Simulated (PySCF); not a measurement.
# C2H9NSeSi: the cost of one run

The runs use PySCF 2.14.0, with density-fitted response routines of our own; the level of theory stands in each step. All values are computed, except where a source is named. Atoms count from 0, in the outputs and in this text.

### 1 Starting geometry

14 atoms, charge 0, multiplicity 1; geometry from: GFN2-xTB. The atoms were then displaced at random by about 0.01 Å, so the start is not that level's minimum.

Bonds of the start (Å): C0–C1 1.52, C1–Se2 1.96, Se2–Si3 2.32, Si3–N4 1.68, C0–H5 1.06, C0–H6 1.09, C0–H7 1.11, C1–H8 1.10, C1–H9 1.08, Si3–H10 1.48, Si3–H11 1.48, N4–H12 1.00, N4–H13 1.01.

### 2 Geometry optimisation at PBE0-D3(BJ)/def2-SVP

What the job is given:

```
{"job": {"xc": "PBE0", "basis": "def2-SVP", "d3": "d3bj", "grid": 1, "shake": 0.01, "kind": "geom"}, "charge": 0, "multiplicity": 1}
C     -2.112690    -0.217680     0.402190
C     -1.551560     0.146910    -0.957180
Se     0.089600    -0.851790    -1.362060
Si     1.495470     0.143110     0.193090
N      3.034530    -0.308150    -0.315940
H     -2.332030    -1.255570     0.466170
H     -1.443130     0.086770     1.199960
H     -3.057580     0.346030     0.531020
H     -1.303310     1.217820    -1.008720
H     -2.238660    -0.113060    -1.748420
H      1.255060    -0.422710     1.540650
H      1.123240     1.570840     0.197980
H      3.211350    -0.405660    -1.295000
H      3.822520     0.048040     0.198410
```

Launch:

```
OMP_NUM_THREADS=1 python probes_run.py task.json out
```

The driver reads the jobs from task.json and runs them one after another.

**Question.** How long does this first job take on 1 thread of Arm Neoverse V1, shared host, and how much memory does it need?

About 2.3 min, with a peak of 0.53 GiB.
